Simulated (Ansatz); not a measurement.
# SnH4O + SiH4: a complex and its separated parts

Aim: how far the complex at one end of a reaction step lies below its separated, relaxed parts, level by level.

Method: PBE0-D4/def2-TZVP structures, single points in def2-TZVPP, no counterpoise correction; program: Ansatz 0.2.0, Gaussian basis.

Levels: SPW92, PBE-D4, BLYP-D4, r2SCAN-D4, B97M-V, PBE0-D4, B3LYP-D4, r2SCAN0-D4, BHLYP-D4, CAM-B3LYP-D4, wB97X-V, wB97M-V, B2PLYP, PBE-QIDH, RPA on PBE, Hartree-Fock, MP2, CCSD, CCSD(T).

Cores are frozen in the correlated methods. Filled d shells of the heavier atoms are correlated. Core potentials replace the inner electrons past krypton, and spin-orbit coupling is left out. B3LYP uses VWN-RPA correlation. B2PLYP carries no dispersion term here.

88 further runs of the same task are left out: 88 set aside as unsound or not needed.

### 1 The system as given

The complex: 11 atoms, charge 0, spin multiplicity 1.

Atoms are counted from 1 here; the program's logs count them from 0.

Bond lengths: Sn1–H3 1.709 Å, Sn1–H4 1.711 Å, Sn1–H5 1.698 Å, Sn1–O7 1.970 Å, Si2–H6 1.485 Å, Si2–H8 1.485 Å, Si2–H9 1.485 Å, Si2–H10 1.486 Å, O7–H11 0.959 Å. Angles: H3–Sn1–H4 110.7°, H3–Sn1–H5 113.0°, H3–Sn1–O7 108.4°, H4–Sn1–H5 112.6°, H4–Sn1–O7 108.5°, H5–Sn1–O7 103.3°, H6–Si2–H8 109.6°, H6–Si2–H9 109.8°, H6–Si2–H10 109.4°, H8–Si2–H9 109.5°, H8–Si2–H10 109.2°, H9–Si2–H10 109.3°, Sn1–O7–H11 113.3°.

As a file:

```
Sn   -0.58780   -1.81243   -0.17201
Si    0.16529    2.25939   -0.01923
H    -1.27882   -3.34734    0.12524
H    -1.17697   -0.65775    0.94399
H    -0.76041   -1.30972   -1.78445
H     1.12226    1.13194   -0.15413
O     1.36392   -1.95750    0.04926
H    -0.23172    2.40809    1.40404
H     0.80027    3.51643   -0.49048
H    -1.04289    1.98124   -0.83805
H     1.62696   -2.21235    0.93593
```

Its parts: SnH4O holds atoms 1, 3, 4, 5, 7, 11; SiH4 holds atoms 2, 6, 8, 9, 10. Each part counts its atoms afresh in its own runs.

### 2 Relaxing SnH4O alone

relax-a/in.yaml

```yaml
crystal:
  periodic: [false, false, false]
  atoms:
    - {symbol: Sn, position_ang: [-0.587798, -1.812432, -0.172012]}
    - {symbol: H, position_ang: [-1.278822, -3.347341, 0.125237]}
    - {symbol: H, position_ang: [-1.176972, -0.657751, 0.943989]}
    - {symbol: H, position_ang: [-0.760406, -1.309722, -1.784453]}
    - {symbol: O, position_ang: [1.363916, -1.957497, 0.049256]}
    - {symbol: H, position_ang: [1.626961, -2.212348, 0.935928]}
basis:
  gaussian: {orbitals: def2-TZVP}
hamiltonian: {xc: pbe0, dispersion: d4}
relax: {f_tol: 0.005, max_steps: 200}
```

On the command line:

```
> ansatz run in.yaml --threads 4 --pin off --events-out ev --progress --plain --max-ram 9574MiB
```

The runs that follow: Relaxing SiH4 alone; SPW92/def2-TZVPP; PBE-D4/def2-TZVPP; BLYP-D4/def2-TZVPP; r2SCAN-D4/def2-TZVPP; B97M-V/def2-TZVPP; PBE0-D4/def2-TZVPP; B3LYP-D4/def2-TZVPP; r2SCAN0-D4/def2-TZVPP; BHLYP-D4/def2-TZVPP; CAM-B3LYP-D4/def2-TZVPP; wB97X-V/def2-TZVPP; wB97M-V/def2-TZVPP; B2PLYP/def2-TZVPP; PBE-QIDH/def2-TZVPP; RPA on PBE/def2-TZVPP; CCSD(T)/def2-TZVPP; Vibrations of SnH4O; Vibrations of SiH4.

Before running it: what results should come out? Wanted: complex less parts, CCSD(T)/def2-TZVPP; with zero-point energy; largest T1 diagnostic.

As calculated:

| quantity | value |
| --- | --- |
| complex less parts, CCSD(T)/def2-TZVPP | -4.5 kJ/mol |
| with zero-point energy | -2.2 kJ/mol |
| largest T1 diagnostic | 0.014 |

What this shows: At CCSD(T) the complex lies 4.5 kJ/mol below its parts. r2SCAN-D4 is the best functional here (-0.2 kJ/mol from CCSD(T)); SPW92 is the worst (-5.2 kJ/mol). Mean unsigned error by rung: LDA 5.2, GGA 1.6, meta-GGA 0.4, hybrid 1.3, range-separated hybrid 0.8, double hybrid 3.4 kJ/mol. PBE-D4 gives a relative energy 2.4 kJ/mol too low, an error of 53 % of the reference. No counterpoise was applied, and triple zeta lacks some correlation, so the CCSD(T) reference has a basis error of its own, and close matches with it are partly luck.
